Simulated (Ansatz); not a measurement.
# Si₂SnH₈: how energies converge with the basis set

The task here is to estimate one member of a computed series from the others.

Method: one geometry, several basis sets; program: Ansatz 0.2.0, Gaussian basis.

Plan: PBE0-D4/def2-SVP; ωB97M-V/def2-SVP; PBE0-D4/def2-QZVPP; ωB97M-V/def2-QZVPP; the functionals' def2-TZVPP values are taken from earlier runs.

## The relaxed structure

An earlier PBE0-D4 in a triple-zeta def2 set relaxation fixed the geometry. Sn takes the def2 core potential; no spin-orbit term is included.

SMILES `[SiH3][SnH2][SiH3]`, 11 atoms, charge 0, spin multiplicity 1.

Atoms are counted from 1 here; the program's logs count them from 0.

Bond lengths: Si1–Sn2 2.563 Å, Si1–H4 1.487 Å, Si1–H5 1.487 Å, Si1–H6 1.487 Å, Sn2–Si3 2.563 Å, Sn2–H7 1.711 Å, Sn2–H8 1.711 Å, Si3–H9 1.487 Å, Si3–H10 1.487 Å, Si3–H11 1.487 Å. Angles: Sn2–Si1–H4 111.0°, Sn2–Si1–H5 109.8°, Sn2–Si1–H6 109.8°, H4–Si1–H5 108.8°, H4–Si1–H6 108.8°, H5–Si1–H6 108.6°, Si1–Sn2–Si3 111.1°, Si1–Sn2–H7 109.6°, Si1–Sn2–H8 109.6°, Si3–Sn2–H7 109.6°, Si3–Sn2–H8 109.6°, H7–Sn2–H8 107.2°, Sn2–Si3–H9 109.8°, Sn2–Si3–H10 109.8°, Sn2–Si3–H11 111.0°, H9–Si3–H10 108.6°, H9–Si3–H11 108.8°, H10–Si3–H11 108.8°.

Set-up of the first run:

File in.yaml:

```yaml
crystal:
  periodic: [false, false, false]
  atoms:
    - {symbol: Si, position_ang: [-1.656720, 1.164974, -0.710156]}
    - {symbol: Sn, position_ang: [-0.430771, -0.934992, 0.098558]}
    - {symbol: Si, position_ang: [2.022015, -0.422904, 0.635617]}
    - {symbol: H, position_ang: [-3.081550, 0.867297, -1.014833]}
    - {symbol: H, position_ang: [-1.003995, 1.688008, -1.939552]}
    - {symbol: H, position_ang: [-1.601871, 2.216817, 0.339450]}
    - {symbol: H, position_ang: [-1.206903, -1.551986, 1.492628]}
    - {symbol: H, position_ang: [-0.514049, -2.147675, -1.105165]}
    - {symbol: H, position_ang: [2.706375, 0.096470, -0.578036]}
    - {symbol: H, position_ang: [2.099655, 0.610430, 1.702023]}
    - {symbol: H, position_ang: [2.733014, -1.643740, 1.099965]}
basis:
  gaussian: {orbitals: def2-SVP}
hamiltonian: {xc: pbe0, dispersion: d4}
output: {orbitals: {seedname: orbitals}}
```

Steps of the session up to this table: PBE0-D4 in def2-SVP; ωB97M-V in def2-SVP; PBE0-D4 in def2-QZVPP; ωB97M-V in def2-QZVPP.

One table of the session follows, with a row left open; its other results are not shown here.

It belongs to the step «Density functionals: the series». 

```
functional       basis  HOMO (eV)  LUMO (eV)
   PBE0-D4    def2-SVP      -7.69      -0.13
   PBE0-D4  def2-TZVPP      -7.66      -0.38
   PBE0-D4  def2-QZVPP      -7.66      -0.46
   ωB97M-V    def2-SVP          ?          ?
   ωB97M-V  def2-TZVPP      -9.58       1.17
   ωB97M-V  def2-QZVPP      -9.58       0.88
```

Q: Estimate the row for ωB97M-V, def2-SVP from the others.

As computed: HOMO (eV): -9.58; LUMO (eV): 1.63.
